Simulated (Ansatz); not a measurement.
**Molecular dynamics of Ba₆Ti₆CO₁₉**

Input:

```yaml
accuracy: low
crystal:
  lattice:
    - [5.655157, 0.0, 0.0]
    - [0.0, 8.0444, 0.0]
    - [0.0, 0.0, 20.068946]
  atoms:
    - { symbol: Ba, position: [0.0, 0.0, 0.0498282] }
    - { symbol: Ti, position: [0.5, 0.24895, 0.0498282] }
    - { symbol: O, position: [0.5, 0.00765, 0.0498282] }
    - { symbol: O, position: [0.25, 0.2435, 0.1202748] }
    - { symbol: O, position: [0.75, 0.2435, 0.1202748] }
    - { symbol: Ba, position: [0.5, 0.0, 0.1907215] }
    - { symbol: Ti, position: [0.0, 0.24895, 0.1907215] }
    - { symbol: O, position: [0.0, 0.00765, 0.1907215] }
    - { symbol: O, position: [0.75, 0.2435, 0.2611681] }
    - { symbol: O, position: [0.25, 0.2435, 0.2611681] }
    - { symbol: Ba, position: [0.0, 0.0, 0.3316147] }
    - { symbol: Ti, position: [0.5, 0.24895, 0.3316147] }
    - { symbol: O, position: [0.5, 0.00765, 0.3316147] }
    - { symbol: O, position: [0.25, 0.2435, 0.4020613] }
    - { symbol: O, position: [0.75, 0.2435, 0.4020613] }
    - { symbol: Ba, position: [0.0, 0.5, 0.0498282] }
    - { symbol: Ti, position: [0.5, 0.74895, 0.0498282] }
    - { symbol: O, position: [0.5, 0.50765, 0.0498282] }
    - { symbol: O, position: [0.25, 0.7435, 0.1202748] }
    - { symbol: O, position: [0.75, 0.7435, 0.1202748] }
    - { symbol: Ba, position: [0.5, 0.5, 0.1907215] }
    - { symbol: Ti, position: [0.0, 0.74895, 0.1907215] }
    - { symbol: O, position: [0.0, 0.50765, 0.1907215] }
    - { symbol: O, position: [0.75, 0.7435, 0.2611681] }
    - { symbol: O, position: [0.25, 0.7435, 0.2611681] }
    - { symbol: Ba, position: [0.0, 0.5, 0.3316147] }
    - { symbol: Ti, position: [0.5, 0.74895, 0.3316147] }
    - { symbol: O, position: [0.5, 0.50765, 0.3316147] }
    - { symbol: O, position: [0.25, 0.7435, 0.4020613] }
    - { symbol: O, position: [0.75, 0.7435, 0.4020613] }
    - { symbol: C, position: [0.4261379, 0.9127473, 0.5536581] }
    - { symbol: O, position: [0.4261379, 0.9127473, 0.6114589] }
basis:
  ecutwfc: 420.0
kpoints:
  mp_grid: { grid: [2, 2, 1] }
hamiltonian:
  xc: pbe
  pseudopotentials: { kind: paw, azcp: { folder: soft_1 } }
scf:
  occupations: { method: fermi_dirac, width: 0.02 }
  lower_state_search: "off"
  max_iter: 66
md:
  timestep: 4
  n_steps: 180
  ensemble: nve
  initial_velocities: zero
  seed: 65502
  initial_site_velocities:
    - { site: 30, velocity: [0.005678, 0.0, -0.015599] }
    - { site: 31, velocity: [0.005678, 0.0, -0.015599] }
  constraints: [{ sites: [0, 1, 2, 3, 4, 15, 16, 17, 18, 19] }]
```

Launched with:

```bash
$ ansatz run input.yaml --threads 4 --pin off --max-ram 10240MiB --backend cpu --events-out ev --progress --plain --runs-dir out
```

It starts from an unrelaxed structure (largest force component 4.52 eV/Å).

Output, in part (step lines):

```
md step     0: t =     0.00 fs  T =   140.7 K  F+E_penalty+E_count = -61754.79167544 eV  E_kin = 0.399992 eV  conserved = -61754.39168339 eV  (36 SCF iters)
md step     1: t =     4.00 fs  T =   262.0 K  F+E_penalty+E_count = -61755.15476004 eV  E_kin = 0.745163 eV  conserved = -61754.40959744 eV  (19 SCF iters)
md step     2: t =     8.00 fs  T =   588.7 K  F+E_penalty+E_count = -61756.08502430 eV  E_kin = 1.674085 eV  conserved = -61754.41093920 eV  (20 SCF iters)
md step     3: t =    12.00 fs  T =  1035.5 K  F+E_penalty+E_count = -61757.39754878 eV  E_kin = 2.944637 eV  conserved = -61754.45291204 eV  (24 SCF iters)
md step     4: t =    16.00 fs  T =  1386.4 K  F+E_penalty+E_count = -61758.46930164 eV  E_kin = 3.942420 eV  conserved = -61754.52688120 eV  (22 SCF iters)
md step     5: t =    20.00 fs  T =  1358.7 K  F+E_penalty+E_count = -61758.39417830 eV  E_kin = 3.863626 eV  conserved = -61754.53055181 eV  (17 SCF iters)
md step     6: t =    24.00 fs  T =  1042.8 K  F+E_penalty+E_count = -61757.37326568 eV  E_kin = 2.965471 eV  conserved = -61754.40779492 eV  (17 SCF iters)
md step     7: t =    28.00 fs  T =  1019.4 K  F+E_penalty+E_count = -61757.28632774 eV  E_kin = 2.898761 eV  conserved = -61754.38756627 eV  (20 SCF iters)
[... lines left out ...]
```

The steps, from the saved trajectory:

| time (fs) | T (K) | potential energy less start (eV) | conserved less start (meV/atom) |
| --- | --- | --- | --- |
| 0 | 141 | 0.000 | 0.00 |
| 24 | 1043 | -2.582 | -0.50 |
| 48 | 489 | -0.967 | 0.72 |
| 72 | 1112 | -2.755 | 0.20 |
| 96 | 971 | -2.380 | -0.56 |
| 120 | 1186 | -2.983 | -0.31 |
| 144 | 1218 | -3.075 | -0.32 |
| 168 | 1010 | -2.464 | 0.28 |
| 192 | 1296 | -3.309 | -0.76 |
| 216 | 1122 | -2.765 | 0.77 |
| 240 | 1364 | -3.508 | -0.93 |
| 264 | 1080 | -2.718 | -1.47 |
| 288 | 1310 | -3.366 | -1.25 |
| 312 | 1171 | -3.005 | -2.31 |
| 336 | 1484 | -3.907 | -2.73 |
| 360 | 1009 | -2.547 | -2.43 |
| 384 | 1439 | -3.787 | -3.01 |
| 408 | 914 | -2.259 | -1.87 |
| 432 | 1354 | -3.538 | -2.77 |
| 456 | 1015 | -2.524 | -1.16 |
| 480 | 1241 | -3.184 | -1.68 |
| 504 | 1025 | -2.559 | -1.37 |
| 528 | 1296 | -3.340 | -1.76 |
| 552 | 1386 | -3.589 | -1.51 |
| 576 | 1093 | -2.751 | -1.36 |
| 600 | 1565 | -4.121 | -2.19 |
| 624 | 1400 | -3.634 | -1.62 |
| 648 | 1380 | -3.574 | -1.55 |
| 672 | 1031 | -2.559 | -0.84 |
| 696 | 1577 | -4.135 | -1.60 |
| 720 | 1233 | -3.145 | -1.25 |

All steps were run. The conserved energy wandered by up to 5.0 meV per atom (net -1.2 meV per atom), which is poor conservation. A run of 0.72 ps of so small a system gives no equilibrium averages. Limits of this set-up: coarse k mesh, slab without dipole correction, no dispersion correction for a molecule that may bind weakly, a typed lattice constant that wasn't relaxed here, low accuracy level.

Mean squared displacements from the first frame to the last: Ba 1.02 Å², Ti 0.28 Å², O 1.39 Å², C 44.04 Å².

Last frame:

```xyz
32
Lattice="5.6552 0.0000 0.0000 0.0000 8.0444 0.0000 0.0000 0.0000 20.0689" Properties=species:S:1:pos:R:3
Ba 0.000 0.000 1.000
Ti 2.828 2.003 1.000
O 2.828 0.061 1.000
O 1.414 1.959 2.414
O 4.241 1.959 2.414
Ba 2.840 -0.248 3.994
Ti -0.033 1.916 3.885
O 0.211 -0.195 3.845
O 4.151 1.744 5.144
O 1.348 1.859 5.205
Ba 0.546 -0.226 7.032
Ti 3.373 1.715 7.274
O 3.306 -0.307 7.239
O 1.982 1.728 8.393
O 4.609 1.679 8.512
Ba 0.000 4.022 1.000
Ti 2.828 6.025 1.000
O 2.828 4.084 1.000
O 1.414 5.981 2.414
O 4.241 5.981 2.414
Ba 2.767 3.738 4.374
Ti -0.020 5.826 4.022
O -0.013 3.991 3.593
O 4.130 5.900 5.175
O 1.328 5.798 5.147
Ba 0.401 3.684 8.863
Ti 3.354 5.854 7.397
O 3.064 3.687 7.242
O 2.036 5.723 8.655
O 4.703 5.808 8.596
C 2.934 6.180 17.623
O 3.365 6.934 16.903
```

Time of the run: 61 min on 4 threads of Arm Neoverse V1 (shared host), peak memory 3.2 GiB.
